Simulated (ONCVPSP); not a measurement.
# An ONCV potential for carbon, from input to tests

Task: generate the file, and judge it by its errors in other configurations, its logarithmic derivatives, its ghosts and its cutoff.

Method: ONCVPSP 4.0.1, PBE, scalar-relativistic.

## Step 1: Starting point

Typed settings, in words:

* element: carbon (C, Z = 6)
* type: optimised norm-conserving Vanderbilt (ONCV)
* frozen core: [He]
* valence charge: 4
* reference configuration: 2s2 2p2
* partial waves: 2s: rc 0.95 bohr, ncon 4, nbas 8, qcut 7.2 1/bohr, 2 projectors, debl 3.6 Ha; 2p: rc 2.70 bohr, ncon 4, nbas 8, qcut 4.6 1/bohr, 2 projectors, debl 0.6 Ha; d scattering state at 0.42 Ha: rc 2.85 bohr, ncon 5, nbas 9, qcut 3.5 1/bohr, 2 projectors, debl 2.5 Ha
* local potential: polynomial inside 0.65 bohr (lpopt 5, dvloc0 0 Ha)
* core correction: not asked for

The nodes and maxima of the atom's own shells, from an earlier all-electron run, set the scale for the radii.

All-electron outer shells of the reference configuration (PBE, scalar-relativistic, ld1.x):

```
shell  level (eV)  outermost node (bohr)  outermost maximum (bohr)
   1s     -273.38                      –                      0.17
   2s      -13.75                   0.38                      1.22
   2p       -5.29                      –                      1.20
```

## Step 2: Generating the potential

The input, C.dat:

```
# ATOM AND REFERENCE CONFIGURATION
# atsym  z   nc   nv     iexc    psfile
  C 6.00    1    2        4      upf
#
#   n    l    f
    1    0    2.00
    2    0    2.00
    2    1    2.00
#
# PSEUDOPOTENTIAL AND OPTIMIZATION
# lmax
    2
#
#   l,   rc,      ep,       ncon, nbas, qcut
    0    0.95    0.00    4    8    7.20
    1    2.70    0.00    4    8    4.60
    2    2.85    0.42    5    9    3.50
#
# LOCAL POTENTIAL
# lloc, lpopt,  rc(5),   dvloc0
    4    5    0.65    0.00
#
# VANDERBILT-KLEINMAN-BYLANDER PROJECTORs
# l, nproj, debl
    0    2    3.60
    1    2    0.60
    2    2    2.50
#
# MODEL CORE CHARGE
# icmod, fcfact, rcfact
    0    0.00    0.00
#
# LOG DERIVATIVE ANALYSIS
# epsh1, epsh2, depsh
   -2.00    5.00    0.02
#
# OUTPUT GRID
# rlmax, drl
    6.00    0.01
#
# TEST CONFIGURATIONS
# ncnf
    4
# nvcnf
#   n    l    f
    2
    2    0    2.00
    2    1    1.00
#
    2
    2    0    2.00
    2    1    0.00
#
    2
    2    0    1.00
    2    1    0.00
#
    2
    2    0    0.00
    2    1    4.00
#
```

Run with:

```sh
$ oncvpsp.x < C.dat > C.out
```

Before running it: what results should come out? Wanted: cutoffs for 1 and 0.1 mHa per electron, occupied waves; bound ghosts; GHOST(+) flags; largest test error; largest phase difference near zero energy, channels read.

The runs gave:

```
                                                quantity                                     value
  cutoffs for 1 and 0.1 mHa per electron, occupied waves                           20 Ha and 26 Ha
                                            bound ghosts                             p at -7.52 eV
                                          GHOST(+) flags                 d at 588 eV, d at 1160 eV
                            largest test error (AE − PS)  +121 meV, for 2s2 2p1 (2 tests unsolved)
largest phase difference near zero energy, channels read                                 3.011 rad
```

What this shows: It has a bound ghost (p), a state that the atom doesn't have, and that rules the file out. The worst unpolarised test, 2s2 2p1, is off by 121 meV on 10.9 eV; by total energies transferability rates as poor. Of the tests 2 gave no usable energy difference, which is a warning in itself. It counts as of middling hardness, with 20 Ha needed at the looser tolerance. At the looser tolerance the 2s wave is the slowest; 2p needs 8 Ha. Of the channels read, p scatters worst near zero energy, by up to 3.01 rad. A step near π is an extra or missing state, not a misfit of shape. The pseudo curves have a pole with no partner nearby in the atom's: p at -0.28 Ha. The program also flags highly localised states, GHOST(+) (d).
